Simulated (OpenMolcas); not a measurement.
# PbSe (SMILES [Se][Pb]): levels of theory compared

We compute a comparison of 6 runs (HF/def2-TZVPP, B3LYP/def2-TZVPP, BLYP/def2-TZVPP, SVWN5/def2-TZVPP, TPSS/def2-TZVPP, MP2/def2-TZVPP) of PbSe. 

The results are computed with OpenMolcas 26.06.

**1. Starting point**

PbSe has 2 atoms, charge 0, and is taken as a singlet. As SMILES, `[Se][Pb]`. Geometry: relaxed at PBE0-D4/def2-TZVP.

Bond lengths: Se1–Pb2 2.402 Å.

**2. Energy and forces at HF/def2-TZVPP (core potential) (run 1)**

File input.xyz:

```xyz
2

Se     0.000000     0.000000    -0.004980
Pb     0.000000     0.000000     2.397170
```

File run.input:

```
* PbSe Hartree-Fock
>>> EXPORT MOLCAS_PRINT=2

&GATEWAY
  BASLIB=$CurrDir
  COORD=input.xyz
  BASIS=def2-TZVPP
  GROUP=NoSym

&SEWARD

&SCF
  THRESHOLDS=1e-10 1e-07 1e-07 1e-05
  PRORBITALS=1 2

&ALASKA
```

The basis set def2-TZVPP is read from a file made from the Basis Set Exchange's data (not shown).

Command:

```
$ export MOLCAS_MEM=1860
$ pymolcas run.input > run.log
```

What it wrote:

```text
--- Start Module: gateway ---
[...]
--- Stop Module: gateway /rc=_RC_ALL_IS_WELL_ ---
[...]
      Basis functions           98
[...]
--- Start Module: scf ---
[...]
       Convergence after  14 Iterations
[...]
::    Total SCF energy                              -2591.7341887867
[...]
      Total spin, S                                     0.0000000000
[...]
      Total electronic charge=   56.000000
      Total            charge=   -0.000000
[...]
      Dipole Moment (debye):
      Origin of the operator (angstrom)=    0.0000    0.0000    1.7304
                   X= -2.4635E-16               Y= -4.5042E-16               Z=  4.8291E+00           Total=  4.8291E+00
      Quadrupole Moment (debye*angstrom):
[...]
--- Stop Module: scf /rc=_RC_ALL_IS_WELL_ ---
[...]
--- Start Module: alaska ---
[...]
 *              Molecular gradients               *
 **************************************************
  Irreducible representation: a
 ------------------------------------------------------------------------------------------
                              X                       Y                       Z
 ------------------------------------------------------------------------------------------
  SE1              -1.32961567732976E-15    8.63545105485883E-16   -5.98052512883385E-03
  PB2               1.32961567732976E-15   -8.63545105485883E-16    5.98052512883385E-03
 ------------------------------------------------------------------------------------------
--- Stop Module: alaska /rc=_RC_ALL_IS_WELL_ ---
[...]
```

Run time: 21 s. Hardware: 1 thread of Intel Xeon Platinum 8259CL at 2.50GHz (Skylake/Cascade Lake), shared host; peak memory 0.55 GiB.

**3. Energy and forces at B3LYP/def2-TZVPP (core potential) (run 2)**

File coord.xyz:

```xyz
2

Se     0.000000     0.000000    -0.004980
Pb     0.000000     0.000000     2.397170
```

File test.inp:

```
&gateway
  baslib=$CurrDir
  coord=coord.xyz
  basis=def2-TZVPP
  group=NoSym

&seward
  gridinput
  Grid=UltraFine
  End of Grid

&scf
  ksdft=B3LYP
  thresholds=1e-10 1e-07 1e-07 1e-05
  prorbitals=0

&alaska
```

The basis set def2-TZVPP is read from a file made from the Basis Set Exchange's data (not shown).

Command:

```
$ export MOLCAS_MEM=1860
$ pymolcas test.inp > test.log
```

What it wrote:

```text
--- Start Module: gateway ---
[...]
--- Stop Module: gateway /rc=_RC_ALL_IS_WELL_ ---
[...]
      Basis functions           98
[...]
--- Start Module: scf ---
[...]
       Convergence after  18 Iterations
[...]
::    Total KS-DFT energy                           -2594.5905472859
[...]
      Total spin, S                                     0.0000000000
[...]
      Total electronic charge=   56.000000
      Total            charge=   -0.000000
[...]
      Dipole Moment (debye):
      Origin of the operator (angstrom)=    0.0000    0.0000    1.7304
                   X=  2.6424E-15               Y=  7.2202E-15               Z=  3.7540E+00           Total=  3.7540E+00
      Quadrupole Moment (debye*angstrom):
[...]
--- Stop Module: scf /rc=_RC_ALL_IS_WELL_ ---
[...]
--- Start Module: alaska ---
[...]
 *              Molecular gradients               *
 **************************************************
  Irreducible representation: a
 ------------------------------------------------------------------------------------------
                              X                       Y                       Z
 ------------------------------------------------------------------------------------------
  SE1               1.36243822205662E-15    9.55456597503123E-16    8.74760426246013E-03
  PB2              -1.36395609848065E-15   -9.54263114018359E-16   -8.74760426243171E-03
 ------------------------------------------------------------------------------------------
--- Stop Module: alaska /rc=_RC_ALL_IS_WELL_ ---
[...]
```

Run time: 33 s. Hardware: 1 thread of Intel Xeon Platinum 8259CL at 2.50GHz (Skylake/Cascade Lake), shared host; peak memory 0.55 GiB.

**4. Energy and gradient at BLYP/def2-TZVPP (core potential) (run 3)**

File mol.input:

```
>>> EXPORT MOLCAS_PRINT=2

&GATEWAY
 BasLib=$CurrDir
 BasisSet
 Se.def2-TZVPP....
 Se1 0.000000 0.000000 -0.004980 angstrom
 End of Basis
 BasisSet
 Pb.def2-TZVPP....
 Pb2 0.000000 0.000000 2.397170 angstrom
 End of Basis

&SEWARD
 GridInput
 Grid=UltraFine
 End of Grid

&SCF
 KSDFT=BLYP
 Thresholds=1e-10 1e-07 1e-07 1e-05
 PrOrbitals=1 1

&ALASKA
```

The basis set def2-TZVPP is read from a file made from the Basis Set Exchange's data (not shown).

Command:

```
$ export MOLCAS_MEM=1860
$ pymolcas mol.input > mol.log
```

What it wrote:

```text
--- Start Module: gateway ---
[...]
--- Stop Module: gateway /rc=_RC_ALL_IS_WELL_ ---
[...]
      Basis functions           98
[...]
--- Start Module: scf ---
[...]
       Convergence after  18 Iterations
[...]
::    Total KS-DFT energy                           -2594.5083016427
[...]
      Total spin, S                                     0.0000000000
[...]
      Total electronic charge=   56.000000
      Total            charge=   -0.000000
[...]
      Dipole Moment (debye):
      Origin of the operator (angstrom)=    0.0000    0.0000    1.7304
                   X=  9.0104E-15               Y=  1.1142E-16               Z=  3.4129E+00           Total=  3.4129E+00
      Quadrupole Moment (debye*angstrom):
[...]
--- Stop Module: scf /rc=_RC_ALL_IS_WELL_ ---
[...]
--- Start Module: alaska ---
[...]
 *              Molecular gradients               *
 **************************************************
  Irreducible representation: a
 ------------------------------------------------------------------------------------------
                              X                       Y                       Z
 ------------------------------------------------------------------------------------------
  SE1               3.88660986439024E-16    4.69248691128981E-15    1.95034628609534E-02
  PB2              -3.86980473278473E-16   -4.70224483517034E-15   -1.95034628609392E-02
 ------------------------------------------------------------------------------------------
--- Stop Module: alaska /rc=_RC_ALL_IS_WELL_ ---
[...]
```

Run time: 31 s. Hardware: 1 thread of Intel Xeon Platinum 8259CL at 2.50GHz (Skylake/Cascade Lake), shared host; peak memory 0.55 GiB.

Runs 4 to 5 aren't shown in full; the table further down has their settings and results.

**5. A single-point energy at MP2/def2-TZVPP (core potential) (run 6)**

File test.inp:

```
* PbSe MP2

&GATEWAY
 BasLib
 $CurrDir
 Coord
 2
 angstrom
 Se       0.000000       0.000000      -0.004980
 Pb       0.000000       0.000000       2.397170
 Basis
 def2-TZVPP
 Group
 NoSym

&SEWARD

&SCF
 Thresholds
 1e-10 1e-07 1e-07 1e-05
 PrOrbitals
 1 2

&MBPT2
 Frozen
 13
```

The basis set def2-TZVPP is read from a file made from the Basis Set Exchange's data (not shown).

Command:

```
$ export MOLCAS_MEM=1860
$ pymolcas test.inp > test.log
```

What it wrote:

```text
--- Start Module: gateway ---
[...]
--- Stop Module: gateway /rc=_RC_ALL_IS_WELL_ ---
[...]
      Basis functions           98
[...]
--- Start Module: scf ---
[...]
       Convergence after  14 Iterations
[...]
::    Total SCF energy                              -2591.7341887867
[...]
      Total spin, S                                     0.0000000000
[...]
      Total electronic charge=   56.000000
      Total            charge=   -0.000000
[...]
      Dipole Moment (debye):
      Origin of the operator (angstrom)=    0.0000    0.0000    1.7304
                   X= -2.4635E-16               Y= -4.5042E-16               Z=  4.8291E+00           Total=  4.8291E+00
      Quadrupole Moment (debye*angstrom):
[...]
--- Stop Module: scf /rc=_RC_ALL_IS_WELL_ ---
[...]
--- Start Module: mbpt2 ---
[...]
WARNING!
Default frozen orbitals as non valence orbitals is overwritten by user input.
Default values:  14
[...]
       Reference weight ( Cref**2 )         =        0.81925
::    Total MBPT2 energy                            -2592.3895276114
[...]
      Total MBPT2 calculations                           0.34      0.40
--- Stop Module: mbpt2 /rc=_RC_ALL_IS_WELL_ ---
[...]
```

Run time: 8.7 s. Hardware: 1 thread of Intel Xeon Platinum 8259CL at 2.50GHz (Skylake/Cascade Lake), shared host; peak memory 0.55 GiB.

**6. The series**

```csv
run,level,integration grid,task,energy (Eh),dipole moment (D) of the reference,HOMO energy (eV),LUMO energy (eV),wall time
1,HF/def2-TZVPP (core potential),–,gradient,-2591.734189,4.83,-8.70,-0.02,21 s
2,B3LYP/def2-TZVPP (core potential),UltraFine,gradient,-2594.590547,3.75,-6.58,-2.70,33 s
3,BLYP/def2-TZVPP (core potential),UltraFine,gradient,-2594.508302,3.41,-5.71,-3.02,31 s
4,SVWN5/def2-TZVPP (core potential),UltraFine,gradient,-2590.832225,3.39,-6.08,-3.34,26 s
5,TPSS/def2-TZVPP (core potential),UltraFine,gradient,-2594.362273,3.69,-5.89,-3.01,37 s
6,MP2/def2-TZVPP (core potential),–,energy,-2592.389528,4.83,-8.70,-0.02,8.7 s
```

**7. Summary of results**

```
                                           quantity           value
                                run 6: total energy  -2592.38953 Eh
          run 6: dipole moment (mean-field density)          4.83 D
         run 6: HOMO energy (Hartree–Fock orbitals)        -8.70 eV
         run 6: LUMO energy (Hartree–Fock orbitals)        -0.02 eV
       run 6: HOMO–LUMO gap (Hartree–Fock orbitals)         8.68 eV
run 6: correlation energy (13 core orbitals frozen)      -655.3 mEh
```

In words: Over runs 1, 2, 3, 4, 5 the dipole moment (its size) runs from 3.39 D (SVWN5/def2-TZVPP) to 4.83 D (HF/def2-TZVPP). Over runs 1, 2, 3, 4, 5 the HOMO–LUMO gap runs from 2.68 eV (BLYP/def2-TZVPP) to 8.68 eV (HF/def2-TZVPP). Exact exchange widens orbital gaps. Totals of different functionals can't be ranked against each other. All runs together took 2.6 min, the longest 37 s.
